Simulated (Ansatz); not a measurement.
# GeCl2 (singlet): from Hartree-Fock to the top rungs, cc-pVDZ

The task here is to estimate one member of a computed series from the others.

Program: Ansatz 0.2.0, Gaussian basis. Level of theory: cc-pVDZ, core rule «outside noble gas», up to 24 orbitals frozen. These are calculated values, not measurements.

The runs, in order: UHF; CCSD(T) on RHF; BCCD(T) on RHF; CISD; CCSDT(Q) on RHF; CCSDTQ on RHF; CASSCF and MRCISD+Q, 18 electrons in 12 orbitals; CASSCF and NEVPT2, 18 electrons in 12 orbitals.

3 further runs of the same task are left out: 3 set aside as unsound or not needed.

### The geometry

The geometry is a PBE0/def2-TZVP stationary point (not a proven minimum). No spin-orbit coupling is included. The filled d shell of Ge may be among the frozen orbitals whatever the setting's name suggests; the logs give the count.

3 atoms, charge 0, spin multiplicity 1.

Atoms are counted from 1 here; the program's logs count them from 0.

Bond lengths: Ge1–Cl2 2.182 Å, Ge1–Cl3 2.182 Å. Angles: Cl2–Ge1–Cl3 100.1°.

As a file:

```
atom   x (Å)    y (Å)    z (Å)
 Ge1  0.0000  -0.6920   0.0000
 Cl2  0.0000   0.7089  -1.6730
 Cl3  0.0000   0.7089   1.6730
```

Set-up of the first run:

Input file in.yaml:

```yaml
crystal:
  periodic: [false, false, false]
  atoms:
    - {symbol: Ge, position_ang: [0.000000, -0.691972, 0.000000]}
    - {symbol: Cl, position_ang: [0.000000, 0.708894, -1.673035]}
    - {symbol: Cl, position_ang: [0.000000, 0.708894, 1.673035]}
basis:
  gaussian: {orbitals: cc-pVDZ}
magnetization: {spin_polarized: true, initial_magnetization: 0}
hamiltonian: {xc: hf}
output: {orbitals: {seedname: orbitals}}
```

On the command line:

```sh
$ ansatz run in.yaml --threads 1 --pin off --events-out ev --progress --plain --max-ram 2816MiB --backend cpu
```

Among the steps run: UHF; CCSD(T) on RHF; BCCD(T) on RHF; CISD; CCSDT(Q) on RHF; CCSDTQ on RHF; CASSCF and MRCISD+Q, 18 electrons in 12 orbitals; CASSCF and NEVPT2, 18 electrons in 12 orbitals.

One of the session's tables, all rows but one given; the rest of the session is left out.

| method | from RCCSDTQ (meV) |
| --- | --- |
| RHF | +10389.6 |
| RMP2 | +1173.6 |
| RCCSD | +314.2 |
| RCCSD(T) | +49.8 |
| BCCD(T) | +46.8 |
| RCCSDT | +25.4 |
| RCCSDT(Q) | -0.8 |
| RCCSDTQ | 0 |
| CASSCF valence | +9075.6 |
| NEVPT2 valence | +1830.7 |
| MRCISD valence | +1032.1 |
| MRCISD+Q valence | ? |

Q: Estimate the row for MRCISD+Q valence from the others.

The run gave: from RCCSDTQ (meV): +107.0. In the column «from RCCSDTQ (meV)» it lies between RCCSD(T) (+49.8) and RCCSD (+314.2).
